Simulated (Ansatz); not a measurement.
# H2NbO: the cost of one run

Method: def2-TZVPP, core rule «outside noble gas», up to 5 orbitals frozen; program: Ansatz 0.2.0, Gaussian basis.

To be run: UHF; CCSD(T) on ROHF; CCSD(T) on UHF; CCSDT(Q) on ROHF; CCSDT(Q) on UHF.

11 further runs of the same task are left out: 4 for a known fault of the program, 2 that didn't finish, 5 set aside as unsound or not needed.

### 1 What is computed

The geometry is a PBE0/def2-TZVP stationary point (not a proven minimum) of the parent state, kept for this charge and spin. No spin-orbit coupling is included. Elements past krypton take def2 core potentials.

4 atoms, charge 0, spin multiplicity 6.

Atoms are counted from 1 here; the program's logs count them from 0.

Bond lengths: Nb1–O2 2.220 Å, O2–H3 0.970 Å, O2–H4 0.970 Å. Angles: Nb1–O2–H3 110.4°, Nb1–O2–H4 110.4°, H3–O2–H4 107.2°.

As a file:

| atom | x (Å) | y (Å) | z (Å) |
| --- | --- | --- | --- |
| Nb1 | 0.00871 | 0.00000 | 0.36667 |
| O2 | -0.09521 | 0.00000 | -1.85071 |
| H3 | 0.35416 | 0.78035 | -2.21021 |
| H4 | 0.35416 | -0.78035 | -2.21021 |

### 2 UHF

in.yaml

```yaml
crystal:
  periodic: [false, false, false]
  atoms:
    - {symbol: Nb, position_ang: [0.008711, 0.000000, 0.366667]}
    - {symbol: O, position_ang: [-0.095208, -0.000001, -1.850705]}
    - {symbol: H, position_ang: [0.354164, 0.780350, -2.210214]}
    - {symbol: H, position_ang: [0.354163, -0.780354, -2.210213]}
basis:
  gaussian: {orbitals: def2-TZVPP}
magnetization: {spin_polarized: true, initial_magnetization: 5}
hamiltonian: {xc: hf}
output: {orbitals: {seedname: orbitals}}
```

Started as:

```sh
> ansatz run in.yaml --threads 1 --pin off --events-out ev --progress --plain --max-ram 4096MiB --backend cpu
```

**Question.** How long does this run take on 1 thread of AMD EPYC 7R13, shared host, and how much memory does it need?

About 8.5 s, with a peak of 0.25 GiB.
